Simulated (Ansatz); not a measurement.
# F3H2NZr: the cost of one run

Program: Ansatz 0.2.0. Level of theory: RKS PBE0/def2-SVP. These are calculated values, not measurements.

## (1) Starting point

Bond lengths: Zr1–N2 2.210 Å, N2–H3 1.060 Å, N2–H4 1.060 Å, Zr1–F5 1.980 Å, Zr1–F6 1.979 Å, Zr1–F7 1.979 Å. Angles: Zr1–N2–H3 120.0°, Zr1–N2–H4 120.0°, H3–N2–H4 120.0°, N2–Zr1–F5 109.4°, N2–Zr1–F6 109.5°, N2–Zr1–F7 109.5°, F5–Zr1–F6 109.5°, F5–Zr1–F7 109.5°, F6–Zr1–F7 109.5°.

As a file:

```xyz
7

Zr    0.0000    0.0000    0.0000
N     0.0000    0.0000    2.2100
H    -0.8770   -0.2713    2.7400
H     0.8770    0.2713    2.7400
F     1.8671    0.0000   -0.6593
F    -0.9326    1.6157   -0.6593
F    -0.9326   -1.6157   -0.6593
```

## (2) Preparing the start

Contents of input.yaml:

```yaml
crystal:
  periodic: [false, false, false]
  atoms:
    - { symbol: Zr, position_ang: [0.0, 0.0, 0.0] }
    - { symbol: "N", position_ang: [0.0, 0.0, 2.21] }
    - { symbol: H, position_ang: [-0.877, -0.2713, 2.74] }
    - { symbol: H, position_ang: [0.877, 0.2713, 2.74] }
    - { symbol: F, position_ang: [1.8671, 0.0, -0.6593] }
    - { symbol: F, position_ang: [-0.9326, 1.6157, -0.6593] }
    - { symbol: F, position_ang: [-0.9326, -1.6157, -0.6593] }
basis:
  gaussian: { orbitals: def2-SVP }
hamiltonian:
  xc: pbe0
relax:
  f_tol: 0.02
  max_steps: 40
```

Launch:

```sh
ansatz run input.yaml --threads 2 --pin off --max-ram 3072MiB --backend cpu --events-out ev --progress --plain --runs-dir out
```

What time and memory should one allow on 2 threads of Arm Neoverse V1, shared host?

About 20 s, with a peak of 0.21 GiB.
